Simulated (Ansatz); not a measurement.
# CH6BClO: the cost of one run

Method: RKS PBE0-D4/6-31G*, in Ansatz 0.2.0.

## (1) Starting point

Bond lengths: B1–O2 1.760 Å, O2–H3 1.010 Å, B1–C4 1.600 Å, C4–H5 1.110 Å, C4–H6 1.110 Å, C4–H7 1.110 Å, B1–Cl8 1.860 Å. Angles: B1–O2–H3 109.5°, O2–B1–C4 120.0°, O2–B1–Cl8 120.0°, C4–B1–Cl8 120.0°, B1–C4–H5 109.5°, B1–C4–H6 109.5°, B1–C4–H7 109.5°, H5–C4–H6 109.4°, H5–C4–H7 109.4°, H6–C4–H7 109.4°.

As a file:

```xyz
10

B     0.0000    0.0000    0.0000
O     0.0000    0.0000    1.7600
H    -0.9095   -0.2814    2.0971
C     1.3856    0.0000   -0.8000
H     1.7152   -1.0462   -0.9702
H     1.2491    0.5080   -1.7774
H     2.1552    0.5381   -0.2082
Cl   -1.6108    0.0000   -0.9300
H     0.0668    1.4124    0.4698
H     0.0544    1.1498    1.3187
```

## (2) A restrained relaxation towards end A

Springs on the bonds that form and break draw the guess towards this end; the thresholds are loose.

File input.yaml:

```yaml
crystal:
  periodic: [false, false, false]
  atoms:
    - { symbol: B, position_ang: [0.0, 0.0, 0.0] }
    - { symbol: O, position_ang: [0.0, 0.0, 1.76] }
    - { symbol: H, position_ang: [-0.9095, -0.2814, 2.0971] }
    - { symbol: C, position_ang: [1.3856, 0.0, -0.8] }
    - { symbol: H, position_ang: [1.7152, -1.0462, -0.9702] }
    - { symbol: H, position_ang: [1.2491, 0.508, -1.7774] }
    - { symbol: H, position_ang: [2.1552, 0.5381, -0.2082] }
    - { symbol: Cl, position_ang: [-1.6108, 0.0, -0.93] }
    - { symbol: H, position_ang: [0.0668, 1.4124, 0.4698] }
    - { symbol: H, position_ang: [0.0544, 1.1498, 1.3187] }
basis:
  gaussian: { orbitals: "6-31G*" }
hamiltonian:
  xc: pbe0
  dispersion: d4
relax:
  f_tol: 0.15
  max_steps: 25
  restrain:
    - { distance: [0, 8], at: 2.39, k: 30.0 }
    - { distance: [9, 1], at: 2.21, k: 30.0 }
    - { distance: [0, 1], at: 1.41, k: 30.0 }
    - { distance: [9, 8], at: 0.66, k: 30.0 }
output:
  orbitals: {}
```

Started as:

```bash
> ansatz run input.yaml --threads 1 --pin off --max-ram 2048MiB --backend cpu --events-out ev --progress --plain --runs-dir out
```

What time and memory should one allow on 1 thread of Intel Xeon 6975P-C (Granite Rapids), shared host?

About 24 s, with a peak of 0.17 GiB.
